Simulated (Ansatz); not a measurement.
**Ba2C: how the settings move a single-point run**

Question: which choices in the input matter for Ba2C? The cell is built on a prototype (antifluorite) and needn't be the phase found in nature.

Method: reference: DFT, r2SCAN, plane waves, PAW, in Ansatz 0.2.0.

1 further run of the same task is left out (it didn't finish).

## 1. Starting point

Symmetry: Fm-3m, No. 225, cubic system. Conventional cell: a = 7.013 Å, b = 7.013 Å, c = 7.013 Å, α = 90.00°, β = 90.00°, γ = 90.00°. C (site symmetry m-3m) is surrounded by 8 Ba at 3.04 Å. Ba (site symmetry -43m) is surrounded by 4 C at 3.04 Å.

Coordinates:

```
CELL_PARAMETERS angstrom
0.00000 3.50665 3.50665
3.50665 0.00000 3.50665
3.50665 3.50665 0.00000
ATOMIC_POSITIONS crystal
C 0.00000 0.00000 0.00000
Ba 0.25000 0.25000 0.25000
Ba 0.75000 0.75000 0.75000
```

## 2. Reference

input.yaml reads:

```yaml
crystal:
  lattice:
    - [0.0, 3.5066490218, 3.5066490218]
    - [3.5066490218, 0.0, 3.5066490218]
    - [3.5066490218, 3.5066490218, 0.0]
  atoms:
    - { symbol: C, position: [0.0, 0.0, 0.0] }
    - { symbol: Ba, position: [0.25, 0.25, 0.25] }
    - { symbol: Ba, position: [0.75, 0.75, 0.75] }
kpoints:
  mp_grid: { grid: [4, 4, 4] }
hamiltonian:
  xc: r2scan
scf:
  occupations: { method: fermi_dirac, width: 0.02 }
  n_extra_bands: 4
output:
  forces: true
  stress: true
  eigenvalues: true
```

Run with:

```bash
ansatz run input.yaml --threads 4 --pin off --max-ram 3686MiB --backend cpu --events-out ev --progress --plain --runs-dir out
```

## 3. Changing settings: mixing.ndim 1

input.yaml, as its differences from that of step 2:

```diff
@@ -16,2 +16,4 @@
   n_extra_bands: 4
+  mixing: { ndim: 1 }
+  max_iter: 55
 output:
```

## 4. Changing settings: xc lda

input.yaml, as its differences from that of step 2:

```diff
@@ -12,3 +12,3 @@
 hamiltonian:
-  xc: r2scan
+  xc: lda
 scf:
```

## 5. Changing settings: exchange pbe, correlation pbe, coeff 0.35

input.yaml, as its differences from that of step 2:

```diff
@@ -12,3 +12,3 @@
 hamiltonian:
-  xc: r2scan
+  xc: { exchange: pbe, correlation: pbe, exx: { coeff: 0.35 } }
 scf:
```

Q: Predict the outcome of this session. Wanted: for each run, ending; energy change; pressure; gap; force.

The runs gave:

| run | ending | energy change | pressure (GPa) | gap (eV) | force (eV/Å) | cycles | time |
| --- | --- | --- | --- | --- | --- | --- | --- |
| reference | converged | 0 | 0.2 | 0.00 | 0.00 | 9 | 8.3 s |
| 1: mixing.ndim 1 | converged | 0.0 meV/atom | 0.2 | 0.00 | 0.00 | 18 | 14 s |
| 2: xc lda | converged | not comparable | -3.2 | 0.00 | 0.00 | 7 | 5 s |
| 3: exchange pbe, correlation pbe, coeff 0.35 | converged | not comparable | 0.1 | 1.04 | 0.00 | 51 | 61 s |

Residual by cycle in the longest SCF loop of each run; runs are numbered as in the table. The quantity is the density residual dr2, in eV.

```csv
cycle,reference,run 1,run 2,run 3
1,0.022,0.022,0.363,0.18
3,0.00593,0.00149,6.3e-4,0.143
4,4.7e-4,5.7e-4,5.9e-5,0.0699
6,3.3e-6,6.4e-5,6.1e-7,0.0102
7,2.3e-6,1.9e-5,3.1e-9,0.00849
9,5.3e-8,3.3e-6,-,1.7e-6
10,-,1.6e-6,-,3.3e-7
12,-,3.6e-7,-,4.5e-8
13,-,1.8e-7,-,3.1e-9
15,-,5.1e-8,-,-
16,-,2.9e-8,-,-
18,-,9.6e-9,-,-
```

«mixing.ndim 1» leaves the energy as it was. Of the variants the dearest is «exchange pbe, correlation pbe, coeff 0.35» (61 s), the cheapest «xc lda» (5 s), on a shared host.
